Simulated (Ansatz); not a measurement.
# CH6BIn (SMILES [BH2][InH][CH3]): functionals against CCSD(T) at one geometry

How do the functionals fare away from a minimum? The structure is a structure displaced at random from a GFN2-xTB minimum.

The runs use Ansatz 0.2.0, Gaussian basis; single points in def2-TZVPP.

Correlated methods freeze the cores. Filled d shells of the heavier atoms are correlated. Core potentials replace the inner electrons past krypton, and spin-orbit coupling is left out.

### 1 Where the work starts

SMILES `[BH2][InH][CH3]`, 9 atoms, charge 0, spin multiplicity 1.

Atoms are counted from 1 here; the program's logs count them from 0.

Bond lengths: B1–In2 2.221 Å, B1–H4 1.197 Å, B1–H5 1.119 Å, In2–C3 2.350 Å, In2–H6 1.882 Å, C3–H7 1.116 Å, C3–H8 1.052 Å, C3–H9 1.071 Å. Angles: In2–B1–H4 117.1°, In2–B1–H5 117.9°, H4–B1–H5 124.7°, B1–In2–C3 122.5°, B1–In2–H6 125.9°, C3–In2–H6 111.6°, In2–C3–H7 106.7°, In2–C3–H8 106.9°, In2–C3–H9 109.4°, H7–C3–H8 107.2°, H7–C3–H9 103.3°, H8–C3–H9 122.4°.

Coordinates:

```mol
CH6BIn
  3D, bonds by distance, orders not assigned

  9  8  0  0  0  0  0  0  0  0999 V2000
   -2.0017    0.4818   -0.9979 B   0  0
   -0.4418    0.3800    0.5793 In  0  0
    1.6131   -0.7128    0.2522 C   0  0
   -2.7718   -0.4319   -1.0634 H   0  0
   -2.0677    1.4165   -1.6104 H   0  0
   -0.5730    1.1076    2.3100 H   0  0
    2.4078   -0.0193    0.6177 H   0  0
    1.7431   -0.8140   -0.7867 H   0  0
    1.6846   -1.5440    0.9238 H   0  0
  1  2  8  0
  1  4  8  0
  1  5  8  0
  2  3  8  0
  2  6  8  0
  3  7  8  0
  3  8  8  0
  3  9  8  0
M  END
```

### 2 CCSD(T)/def2-TZVPP

Input file run/in.yaml:

```yaml
crystal:
  periodic: [false, false, false]
  atoms:
    - {symbol: B, position_ang: [-2.001700, 0.481800, -0.997900]}
    - {symbol: In, position_ang: [-0.441800, 0.380000, 0.579300]}
    - {symbol: C, position_ang: [1.613100, -0.712800, 0.252200]}
    - {symbol: H, position_ang: [-2.771800, -0.431900, -1.063400]}
    - {symbol: H, position_ang: [-2.067700, 1.416500, -1.610400]}
    - {symbol: H, position_ang: [-0.573000, 1.107600, 2.310000]}
    - {symbol: H, position_ang: [2.407800, -0.019300, 0.617700]}
    - {symbol: H, position_ang: [1.743100, -0.814000, -0.786700]}
    - {symbol: H, position_ang: [1.684600, -1.544000, 0.923800]}
basis:
  gaussian: {orbitals: def2-TZVPP}
correlation: {method: ccsd_t}
output: {forces: true}
```

No record of the launch command was kept for these runs.

### 3 PBE0-D4/def2-TZVPP

run/in.yaml, as its differences from that of step 2:

```diff
@@ -14,3 +14,3 @@
   gaussian: {orbitals: def2-TZVPP}
-correlation: {method: ccsd_t}
-output: {forces: true}
+hamiltonian: {xc: pbe0, dispersion: d4}
+output: {forces: true, orbitals: {seedname: orbitals}}
```

### 4 wB97M-V/def2-TZVPP

run/in.yaml, as its differences from that of step 3:

```diff
@@ -14,3 +14,3 @@
   gaussian: {orbitals: def2-TZVPP}
-hamiltonian: {xc: pbe0, dispersion: d4}
-output: {forces: true, orbitals: {seedname: orbitals}}
+hamiltonian: {xc: {name: wB97M-V}}
+output: {forces: true}
```

### 5 r2SCAN-D4/def2-TZVPP

run/in.yaml, as its differences from that of step 4:

```diff
@@ -14,3 +14,3 @@
   gaussian: {orbitals: def2-TZVPP}
-hamiltonian: {xc: {name: wB97M-V}}
+hamiltonian: {xc: r2scan, dispersion: d4}
 output: {forces: true}
```

### 6 PBE-D4/def2-TZVPP

run/in.yaml, as its differences from that of step 5:

```diff
@@ -14,3 +14,3 @@
   gaussian: {orbitals: def2-TZVPP}
-hamiltonian: {xc: r2scan, dispersion: d4}
+hamiltonian: {xc: pbe, dispersion: d4}
 output: {forces: true}
```

### 7 B97M-V/def2-TZVPP

run/in.yaml, as its differences from that of step 6:

```diff
@@ -14,3 +14,3 @@
   gaussian: {orbitals: def2-TZVPP}
-hamiltonian: {xc: pbe, dispersion: d4}
+hamiltonian: {xc: {name: B97M-V}}
 output: {forces: true}
```

### 8 HSE06-D4/def2-TZVPP

run/in.yaml, as its differences from that of step 7:

```diff
@@ -14,3 +14,3 @@
   gaussian: {orbitals: def2-TZVPP}
-hamiltonian: {xc: {name: B97M-V}}
+hamiltonian: {xc: hse06, dispersion: d4}
 output: {forces: true}
```

(Steps that only read results are left out.)

Q: Predict the outcome of this session. Wanted: energy less free atoms, CCSD(T)/def2-TZVPP; RMS force component; RMS force error; HOMO and LUMO, PBE0-D4; T1 diagnostic.

As calculated:

```
                                  quantity                                                                                           value
energy less free atoms, CCSD(T)/def2-TZVPP                                                                                 -618.2 kcal/mol
                       RMS force component                                                            0.972 to 1.051 eV/Å over the methods
                           RMS force error  PBE0-D4 0.038, wB97M-V 0.058, r2SCAN-D4 0.077, PBE-D4 0.149, B97M-V 0.124, HSE06-D4 0.042 eV/Å
                    HOMO and LUMO, PBE0-D4                                                                              -6.74 and -2.41 eV
                             T1 diagnostic                                                                                           0.015
```

What this shows: Against CCSD(T) the functionals' energies less atoms differ by -17.2 to -10.9 kcal/mol, PBE-D4 by -15.3 kcal/mol. CCSD(T) in triple zeta still lacks some correlation energy of the bonds, so part of these gaps is its own basis error and they don't rank the functionals. For forces PBE0-D4 does best and PBE-D4 worst. Frozen-core CCSD(T) forces in triple zeta carry basis errors of their own, and this is one geometry, so small gaps rank nothing.
